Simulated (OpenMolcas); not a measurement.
# InH2OF (SMILES [OH][InH][F]) at 6 levels

We compute a comparison of 6 runs (HF/3-21G, HF/def2-SVP, BLYP/def2-SVP, M06-2X/def2-SVP, SVWN5/def2-SVP, r2SCAN/def2-SVP) of InH2OF. 

The results are computed with OpenMolcas 26.06.

## (1) Starting point

InH2OF has 5 atoms, charge 0, and is taken as a singlet. As SMILES, `[OH][InH][F]`. The shape is that of a PBE0-D4/def2-TZVP optimisation. This is a higher conformer, about 10 kJ/mol above the lowest found by a separate search.

Bond lengths: O1–In2 1.966 Å, In2–F3 1.944 Å, O1–H4 0.960 Å, In2–H5 1.691 Å. Angles: O1–In2–F3 106.4°, O1–In2–H5 133.9°, F3–In2–H5 119.7°, In2–O1–H4 113.6°.

## (2) Energy and forces at HF/3-21G (run 1)

test.input

```
>>> EXPORT MOLCAS_PRINT=2

&GATEWAY
  BasLib
  $CurrDir
  BasisSet
  O.3-21G....
  O1 -1.279500 -0.345900 -0.577400 angstrom
  End of Basis
  BasisSet
  In.3-21G....
  In2 0.480100 0.042500 0.210000 angstrom
  End of Basis
  BasisSet
  F.3-21G....
  F3 1.185900 -1.654700 0.841500 angstrom
  End of Basis
  BasisSet
  H.3-21G....
  H4 -1.725200 0.429800 -0.925700 angstrom
  H5 1.388500 1.454700 0.410200 angstrom
  End of Basis

&SEWARD

&SCF
  Thresholds
  1e-10 1e-07 1e-07 1e-05
  PrOrbitals
  1 2

&ALASKA
```

The basis set 3-21G is read from a file made from the Basis Set Exchange's data (not shown).

On the command line:

```sh
$ export MOLCAS_MEM=1860
$ pymolcas test.input > test.log
```

The program printed:

```text
--- Start Module: gateway ---
[...]
--- Stop Module: gateway /rc=_RC_ALL_IS_WELL_ ---
[...]
      Basis functions           53
[...]
--- Start Module: scf ---
[...]
       Convergence after  15 Iterations
[...]
::    Total SCF energy                              -5889.2784417844
[...]
      Total spin, S                                     0.0000000000
[...]
      Total electronic charge=   68.000000
      Total            charge=   -0.000000
[...]
      Dipole Moment (debye):
      Origin of the operator (angstrom)=    0.3745   -0.1987    0.1999
                   X= -1.2758E-01               Y=  4.5709E+00               Z= -8.4069E-01           Total=  4.6493E+00
      Quadrupole Moment (debye*angstrom):
[...]
--- Stop Module: scf /rc=_RC_ALL_IS_WELL_ ---
--- Start Module: alaska ---
[...]
 *              Molecular gradients               *
 **************************************************
  Irreducible representation: a
 ------------------------------------------------------------------------------------------
                              X                       Y                       Z
 ------------------------------------------------------------------------------------------
  O1               -1.66776466854195E-02   -7.69766970571872E-03   -6.77801708655679E-03
  IN2               6.31989083727191E-03    3.72406634614499E-02   -3.28049872668290E-03
  F3                4.76026043500788E-03   -1.52164692119960E-02    4.90236541584999E-03
  H4                1.17495220249442E-02   -1.43570701473328E-03    5.94406005474513E-03
  H5               -6.15202661185066E-03   -1.28908175290361E-02   -7.87909657364194E-04
 ------------------------------------------------------------------------------------------
--- Stop Module: alaska /rc=_RC_ALL_IS_WELL_ ---
[...]
```

Run time: 2.6 s. Hardware: 1 thread of Arm Neoverse V2, shared host; peak memory 0.38 GiB.

## (3) Energy and gradient at HF/def2-SVP (core potential) (run 2)

calc.input

```
* FH2InO Hartree-Fock
&GATEWAY
BasLib
$CurrDir
BasisSet
O.def2-SVP....
O1 -1.279500 -0.345900 -0.577400 angstrom
End of Basis
BasisSet
In.def2-SVP....
In2 0.480100 0.042500 0.210000 angstrom
End of Basis
BasisSet
F.def2-SVP....
F3 1.185900 -1.654700 0.841500 angstrom
End of Basis
BasisSet
H.def2-SVP....
H4 -1.725200 0.429800 -0.925700 angstrom
H5 1.388500 1.454700 0.410200 angstrom
End of Basis
&SEWARD
&SCF
Thresholds
1e-10 1e-07 1e-07 1e-05
PrOrbitals
1 2
&ALASKA
```

The basis set def2-SVP is read from a file made from the Basis Set Exchange's data (not shown).

On the command line:

```sh
$ export MOLCAS_MEM=1860
$ pymolcas calc.input > calc.log
```

The program printed:

```text
--- Start Module: gateway ---
[...]
--- Stop Module: gateway /rc=_RC_ALL_IS_WELL_ ---
[...]
      Basis functions           64
[...]
--- Start Module: scf ---
[...]
       Convergence after  14 Iterations
[...]
::    Total SCF energy                               -364.5483442641
[...]
      Total spin, S                                     0.0000000000
[...]
      Total electronic charge=   40.000000
      Total            charge=   -0.000000
[...]
      Dipole Moment (debye):
      Origin of the operator (angstrom)=    0.3745   -0.1987    0.1999
                   X= -7.7354E-03               Y=  4.6843E+00               Z= -8.0185E-01           Total=  4.7524E+00
      Quadrupole Moment (debye*angstrom):
[...]
--- Stop Module: scf /rc=_RC_ALL_IS_WELL_ ---
[...]
--- Start Module: alaska ---
[...]
 *              Molecular gradients               *
 **************************************************
  Irreducible representation: a
 ------------------------------------------------------------------------------------------
                              X                       Y                       Z
 ------------------------------------------------------------------------------------------
  O1                8.61997444529372E-03   -2.04007289737840E-02    7.65661744689528E-03
  IN2              -1.63412751804870E-03    7.47702748311951E-03   -2.06967000116154E-03
  F3               -1.81682526716376E-03    2.68174281359279E-04   -9.25920702791849E-04
  H4               -3.83548243243537E-03    1.64485413561524E-02   -4.66148231409802E-03
  H5               -1.33353922767032E-03   -3.79301414685029E-03    4.55571164015289E-07
 ------------------------------------------------------------------------------------------
--- Stop Module: alaska /rc=_RC_ALL_IS_WELL_ ---
[...]
```

It took 3.6 s on 1 thread of Arm Neoverse V2, shared host; peak memory 0.4 GiB.

Runs 3 to 5 aren't shown in full; the table further down has their settings and results.

## (4) Energy and gradient at r2SCAN/def2-SVP (core potential) (run 6)

calc.inp

```
>>> EXPORT MOLCAS_PRINT=2

&GATEWAY
  BASLIB=$CurrDir
  BASISSET
  O.def2-SVP....
  O1 -1.279500 -0.345900 -0.577400 angstrom
  End of Basis
  BASISSET
  In.def2-SVP....
  In2 0.480100 0.042500 0.210000 angstrom
  End of Basis
  BASISSET
  F.def2-SVP....
  F3 1.185900 -1.654700 0.841500 angstrom
  End of Basis
  BASISSET
  H.def2-SVP....
  H4 -1.725200 0.429800 -0.925700 angstrom
  H5 1.388500 1.454700 0.410200 angstrom
  End of Basis

&SEWARD
  GRIDINPUT
  Grid=UltraFine
  End of Grid

&SCF
  KSDFT=2
  1.0 MGGA_X_R2SCAN
  1.0 MGGA_C_R2SCAN
  THRESHOLDS=1e-10 1e-07 1e-07 1e-05
  PRORBITALS=1 1

&ALASKA
```

The basis set def2-SVP is read from a file made from the Basis Set Exchange's data (not shown).

On the command line:

```sh
$ export MOLCAS_MEM=1860
$ pymolcas calc.inp > calc.log
```

The program printed:

```text
--- Start Module: gateway ---
[...]
--- Stop Module: gateway /rc=_RC_ALL_IS_WELL_ ---
[...]
      Basis functions           64
[...]
--- Start Module: scf ---
[...]
       Convergence after  18 Iterations
[...]
::    Total KS-DFT energy                            -366.2700262569
[...]
      Total spin, S                                     0.0000000000
[...]
      Total electronic charge=   40.000000
      Total            charge=   -0.000000
[...]
      Dipole Moment (debye):
      Origin of the operator (angstrom)=    0.3745   -0.1987    0.1999
                   X= -2.4625E-01               Y=  3.9887E+00               Z= -7.9899E-01           Total=  4.0754E+00
      Quadrupole Moment (debye*angstrom):
[...]
--- Stop Module: scf /rc=_RC_ALL_IS_WELL_ ---
[...]
--- Start Module: alaska ---
[...]
 *              Molecular gradients               *
 **************************************************
  Irreducible representation: a
 ------------------------------------------------------------------------------------------
                              X                       Y                       Z
 ------------------------------------------------------------------------------------------
  O1                5.25382997295587E-03    7.84523463122966E-03    1.21303939844619E-03
  IN2              -4.75106072957576E-03   -5.76026116204176E-03   -1.32634066395776E-03
  F3               -2.30007156688306E-03    5.63728248903139E-03   -2.07511478858358E-03
  H4                3.16801225607222E-03   -5.77929541486100E-03    2.52130157362762E-03
  H5               -1.37070993256838E-03   -1.94296054343424E-03   -3.32885519526482E-04
 ------------------------------------------------------------------------------------------
--- Stop Module: alaska /rc=_RC_ALL_IS_WELL_ ---
[...]
```

Wall time 18 s (1 thread of Arm Neoverse V2, shared host); peak memory 0.4 GiB.

## (5) Overview of the runs

```
run                             level  integration grid   energy (Eh)  dipole moment (D)  HOMO energy (eV)  LUMO energy (eV)  wall time
  1                          HF/3-21G                 –  -5889.278442               4.65            -11.90              1.44      2.6 s
  2      HF/def2-SVP (core potential)                 –   -364.548344               4.75            -12.55              1.19      3.6 s
  3    BLYP/def2-SVP (core potential)         UltraFine   -366.212163               3.78             -6.78             -2.05       15 s
  4  M06-2X/def2-SVP (core potential)         UltraFine   -366.142318               4.34            -10.24             -0.77       15 s
  5   SVWN5/def2-SVP (core potential)         UltraFine   -364.783225               3.98             -7.10             -2.29       11 s
  6  r2SCAN/def2-SVP (core potential)         UltraFine   -366.270026               4.08             -7.30             -1.79       18 s
```

## (6) Outcome

```
                       quantity          value
            run 6: total energy  -366.27003 Eh
           run 6: dipole moment         4.08 D
             run 6: HOMO energy       -7.30 eV
             run 6: LUMO energy       -1.79 eV
           run 6: HOMO–LUMO gap        5.51 eV
run 6: largest force on an atom     0.490 eV/Å
```

In words: The dipole moment (its size) runs from 3.78 D (BLYP/def2-SVP) to 4.75 D (HF/def2-SVP). The HOMO–LUMO gap runs from 4.72 eV (BLYP/def2-SVP) to 13.73 eV (HF/def2-SVP). Exact exchange widens orbital gaps. Totals of different functionals can't be ranked against each other. Some runs of one species differ in core potentials or relativity; totals across that change don't compare. In run 1 relativity is left out where basis or elements ask for it. All runs together took 64 s, the longest 18 s.
